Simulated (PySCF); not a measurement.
# SeH⁻ at other levels of theory

What do other methods print for SeH⁻?

Computed with PySCF 2.14.0. Level: each script names its method and basis.

1 further run of the same task is left out (it didn't finish).

### 1 Where the work starts

SeH⁻: 2 atoms, charge -1, spin multiplicity 1.

Bond lengths: H1–Se2 1.535 Å.

### 2 The run that the others are compared with

Input file input.py:

```python
from pyscf import gto, dft

mol = gto.M(
    atom='H 0 0 0; Se 0 0 1.535',
    basis='lanl2dz',
    ecp={'Se': 'lanl2dz'},
    charge=-1,
    spin=0,
    verbose=4,
)
mf = dft.RKS(mol, xc='m06')
mf.kernel()
g = mf.nuc_grad_method()
g.grid_response = True
g.kernel()
mf.dip_moment()
print('orbital energies (hartree):', mf.mo_energy[..., max(0, mol.nelec[1]-3):mol.nelec[0]+3].round(4))
```

The run is started by

```console
$ python input.py
```

The log of this run is left out.

In short: E(SCF) = -9.817972 Eh, 7 cycles, gradient on the second atom 0.0026 Eh/bohr.

The bond length is a typed value, not an optimised one. The dipole of an ion depends on the origin.

### 3 CCSD(T) (RHF)

Variant 1 changes step after the SCF: gradient → ccsd(t); SCF type: RKS → RHF; functional: m06 → none (Hartree–Fock).

Input file input.py:

```python
from pyscf import gto, scf, cc

mol = gto.M(
    atom='H 0 0 0; Se 0 0 1.535',
    basis='lanl2dz',
    ecp={'Se': 'lanl2dz'},
    charge=-1,
    spin=0,
    verbose=4,
)
mf = scf.RHF(mol)
mf.kernel()
mycc = cc.CCSD(mf)
mycc.kernel()
mycc.ccsd_t()
mf.dip_moment()
print('orbital energies (hartree):', mf.mo_energy[..., max(0, mol.nelec[1]-3):mol.nelec[0]+3].round(4))
```

The run is started by

```console
$ python input.py
```

### 4 Pw6b95

Variant 2 changes functional: m06 → pw6b95.

input.py, as its differences from that of step 2:

```diff
@@ -10,3 +10,3 @@
 )
-mf = dft.RKS(mol, xc='m06')
+mf = dft.RKS(mol, xc='pw6b95')
 mf.kernel()
```

### 5 O3lyp

Variant 3 changes functional: m06 → o3lyp.

input.py, as its differences from that of step 2:

```diff
@@ -10,3 +10,3 @@
 )
-mf = dft.RKS(mol, xc='m06')
+mf = dft.RKS(mol, xc='o3lyp')
 mf.kernel()
```

**Question.** What will these runs give? Wanted: for each run, E(SCF); from base; gap; after the SCF.

As calculated:

```tsv
run	E(SCF) (hartree)	from base (eV)	cycles	gap (eV)	after the SCF
base	-9.817972	0	7	6.52	n/a
CCSD(T) (RHF)	-9.602641	not comparable	6	12.83	CCSD(T) correlation -1.212 eV
pw6b95	-9.831305	not comparable	6	6.81	n/a
o3lyp	-9.852499	not comparable	7	5.59	n/a
```

In words: The highest filled level of this anion is positive: the basis lacks diffuse functions or the electron is not bound, so these numbers hang on the basis. The gap between the frontier levels is 5.6 eV with o3lyp (12 % exact exchange) and 6.8 eV with pw6b95 (28 %): exact exchange opens it. A lower total energy from another functional means nothing by itself.
